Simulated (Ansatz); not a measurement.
# C₂H₉NSi: up Jacob's ladder to CCSD(T)

One table from this session's results is given with a row withheld; the runs are named, their logs left out.

Computed with Ansatz 0.2.0, Gaussian basis. Level: functionals in def2-TZVPP, the program's frozen cores in correlated methods.

Levels to be run: LDA (SPW92), PBE-D4, revPBE-D4, BLYP-D4, r2SCAN-D4, B97M-V, PBE0-D4, B3LYP-D4, r2SCANh-D4, r2SCAN0-D4, HSE06-D4, BHLYP-D4, CAM-B3LYP-D4, LC-ωPBE, ωB97X-V, ωB97M-V, B2PLYP, PBE-QIDH; CCSD(T)/def2-SVP; CCSD(T)/def2-TZVPP; MP2/def2-QZVPP; extrapolation to the limit; RPA on PBE.

## Structure used throughout

An earlier PBE0-D4 in a triple-zeta def2 set relaxation fixed the geometry.

SMILES `CCN[SiH3]`, 13 atoms, charge 0, spin multiplicity 1.

Atoms are counted from 1 here; the program's logs count them from 0.

Bond lengths: C1–C2 1.516 Å, C1–H5 1.092 Å, C1–H6 1.093 Å, C1–H7 1.094 Å, C2–N3 1.449 Å, C2–H8 1.096 Å, C2–H9 1.100 Å, N3–Si4 1.715 Å, N3–H10 1.009 Å, Si4–H11 1.486 Å, Si4–H12 1.488 Å, Si4–H13 1.496 Å. Angles: C2–C1–H5 110.6°, C2–C1–H6 111.0°, C2–C1–H7 110.8°, H5–C1–H6 108.7°, H5–C1–H7 107.9°, H6–C1–H7 107.6°, C1–C2–N3 111.9°, C1–C2–H8 109.4°, C1–C2–H9 109.5°, N3–C2–H8 107.8°, N3–C2–H9 112.0°, H8–C2–H9 106.1°, C2–N3–Si4 123.6°, C2–N3–H10 113.3°, Si4–N3–H10 118.0°, N3–Si4–H11 107.4°, N3–Si4–H12 108.6°, N3–Si4–H13 115.4° and more.

Coordinates:

```
C    -0.8567    1.7388   -0.3001
C    -0.1934    0.6288    0.4915
N     0.4885   -0.3172   -0.3690
Si    0.7011   -1.9736    0.0211
H    -1.5794    1.3276   -1.0078
H    -1.3727    2.4381    0.3622
H    -0.1142    2.3069   -0.8685
H    -0.9556    0.0799    1.0558
H     0.4832    1.0668    1.2403
H     1.1623    0.1151   -0.9824
H     1.3133   -2.6345   -1.1608
H    -0.6299   -2.5640    0.3281
H     1.5739   -2.2473    1.2045
```

Set-up of the first run:

Contents of in.yaml:

```yaml
crystal:
  periodic: [false, false, false]
  atoms:
    - {symbol: C, position_ang: [-0.856669, 1.738757, -0.300140]}
    - {symbol: C, position_ang: [-0.193432, 0.628838, 0.491474]}
    - {symbol: N, position_ang: [0.488517, -0.317170, -0.368977]}
    - {symbol: Si, position_ang: [0.701145, -1.973646, 0.021067]}
    - {symbol: H, position_ang: [-1.579396, 1.327613, -1.007831]}
    - {symbol: H, position_ang: [-1.372740, 2.438054, 0.362222]}
    - {symbol: H, position_ang: [-0.114180, 2.306855, -0.868541]}
    - {symbol: H, position_ang: [-0.955599, 0.079882, 1.055815]}
    - {symbol: H, position_ang: [0.483201, 1.066820, 1.240302]}
    - {symbol: H, position_ang: [1.162275, 0.115149, -0.982418]}
    - {symbol: H, position_ang: [1.313288, -2.634542, -1.160820]}
    - {symbol: H, position_ang: [-0.629924, -2.563988, 0.328117]}
    - {symbol: H, position_ang: [1.573914, -2.247324, 1.204530]}
basis:
  gaussian: {orbitals: def2-TZVPP}
hamiltonian: {xc: lda}
output: {orbitals: {seedname: orbitals}}
```

Launch:

```bash
$ ansatz run in.yaml --threads 4 --pin off --events-out ev --progress --plain --max-ram 10444MiB
```

Steps of the session up to this table: LDA; PBE-D4 (GGA); revPBE-D4 (GGA); BLYP-D4 (GGA); r2SCAN-D4 (meta-GGA); B97M-V (meta-GGA); B3LYP-D4 (hybrid); r2SCANh-D4 (hybrid); r2SCAN0-D4 (hybrid); HSE06-D4 (hybrid); BHLYP-D4 (hybrid); CAM-B3LYP-D4 (range-separated); LC-ωPBE (range-separated); ωB97X-V (range-separated); ωB97M-V (range-separated); B2PLYP (double hybrid); PBE-QIDH (double hybrid).

One of the session's tables, all rows but one given; the rest of the session is left out.

It belongs to the step «Orbital energies across the functionals». 

| functional | HOMO (eV) | LUMO (eV) | gap (eV) |
| --- | --- | --- | --- |
| LDA (SPW92) | -5.53 | -0.53 | 5.00 |
| PBE-D4 | -5.43 | -0.31 | 5.12 |
| revPBE-D4 | ? | ? | ? |
| BLYP-D4 | -5.32 | -0.22 | 5.11 |
| r2SCAN-D4 | -5.69 | 0.19 | 5.88 |
| B97M-V | -5.88 | -0.18 | 5.71 |
| PBE0-D4 | -6.77 | 0.52 | 7.30 |
| B3LYP-D4 | -6.56 | 0.27 | 6.83 |
| r2SCANh-D4 | -6.20 | 0.46 | 6.66 |
| r2SCAN0-D4 | -6.96 | 0.84 | 7.81 |
| HSE06-D4 | -6.37 | 0.15 | 6.53 |
| BHLYP-D4 | -8.07 | 1.27 | 9.33 |
| CAM-B3LYP-D4 | -8.18 | 1.41 | 9.58 |
| LC-ωPBE | -9.53 | 2.62 | 12.15 |
| ωB97X-V | -9.19 | 2.44 | 11.64 |
| ωB97M-V | -9.11 | 2.06 | 11.17 |

Q: Estimate the row for revPBE-D4 from the others.

**Answer.** HOMO (eV): -5.38; LUMO (eV): -0.20; gap (eV): 5.18. In the column «HOMO (eV)» it lies between PBE-D4 (-5.43) and BLYP-D4 (-5.32).
